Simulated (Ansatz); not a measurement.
# F₂H₆N₂SSi₂: how energies converge with the basis set

Aim: see how fast density functionals converge with the basis set for F₂H₆N₂SSi₂.

Program: Ansatz 0.2.0, Gaussian basis. Level of theory: one geometry, several basis sets. These are calculated values, not measurements.

Plan: PBE0-D4/def2-SVP; ωB97M-V/def2-SVP; PBE0-D4/def2-QZVPP; ωB97M-V/def2-QZVPP; the functionals' def2-TZVPP values are taken from earlier runs.

**1. The geometry**

All runs share one geometry, relaxed beforehand with PBE0-D4 in a triple-zeta def2 set.

SMILES `N[Si@@H](F)S[Si@@H](N)F`, 13 atoms, charge 0, spin multiplicity 1.

Atoms are counted from 1 here; the program's logs count them from 0.

Bond lengths: N1–Si2 1.689 Å, N1–H8 1.006 Å, N1–H9 1.006 Å, Si2–F3 1.602 Å, Si2–S4 2.127 Å, Si2–H10 1.474 Å, S4–Si5 2.127 Å, Si5–N6 1.689 Å, Si5–F7 1.602 Å, Si5–H11 1.474 Å, N6–H12 1.006 Å, N6–H13 1.006 Å. Angles: Si2–N1–H8 121.7°, Si2–N1–H9 122.7°, H8–N1–H9 112.7°, N1–Si2–F3 114.5°, N1–Si2–S4 105.9°, N1–Si2–H10 108.8°, F3–Si2–S4 106.9°, F3–Si2–H10 106.0°, S4–Si2–H10 115.0°, Si2–S4–Si5 99.7°, S4–Si5–N6 105.9°, S4–Si5–F7 106.9°, S4–Si5–H11 115.0°, N6–Si5–F7 114.6°, N6–Si5–H11 108.8°, F7–Si5–H11 106.0°, Si5–N6–H12 122.7°, Si5–N6–H13 121.7° and more.

**2. PBE0-D4 in def2-SVP**

in.yaml

```yaml
crystal:
  periodic: [false, false, false]
  atoms:
    - {symbol: N, position_ang: [-0.852403, -2.952250, -0.175213]}
    - {symbol: Si, position_ang: [-0.909573, -1.340123, 0.326504]}
    - {symbol: F, position_ang: [-0.397076, -1.090645, 1.823587]}
    - {symbol: S, position_ang: [0.410972, -0.282005, -0.962370]}
    - {symbol: Si, position_ang: [0.703187, 1.481528, 0.190360]}
    - {symbol: N, position_ang: [1.293126, 2.643878, -0.884242]}
    - {symbol: F, position_ang: [-0.710110, 1.843306, 0.852216]}
    - {symbol: H, position_ang: [-1.605789, -3.591662, 0.013508]}
    - {symbol: H, position_ang: [0.008092, -3.421227, -0.402585]}
    - {symbol: H, position_ang: [-2.310664, -0.883486, 0.294941]}
    - {symbol: H, position_ang: [1.652795, 1.345385, 1.309463]}
    - {symbol: H, position_ang: [0.909397, 2.778220, -1.804469]}
    - {symbol: H, position_ang: [1.828446, 3.434282, -0.566800]}
basis:
  gaussian: {orbitals: def2-SVP}
hamiltonian: {xc: pbe0, dispersion: d4}
output: {orbitals: {seedname: orbitals}}
```

After this run come: ωB97M-V in def2-SVP; PBE0-D4 in def2-QZVPP; ωB97M-V in def2-QZVPP.

Q: Predict the results of all the runs planned. Wanted: PBE0-D4: double and triple zeta above quadruple; ωB97M-V: double and triple zeta above quadruple.

**Answer**, as computed:

```
                                       quantity           value
PBE0-D4: double and triple zeta above quadruple  21.80, 1.38 eV
ωB97M-V: double and triple zeta above quadruple  21.92, 1.29 eV
```

**Reading.** PBE0-D4 gains 20.42 eV from double to triple zeta, then 1.38 eV more. These are total energies; as a rule much of such shifts cancels in differences, which this series doesn't test. The LUMO of ωB97M-V is positive and keeps falling with the basis (3.01 to 1.54 eV): an unbound level that the basis holds in place.
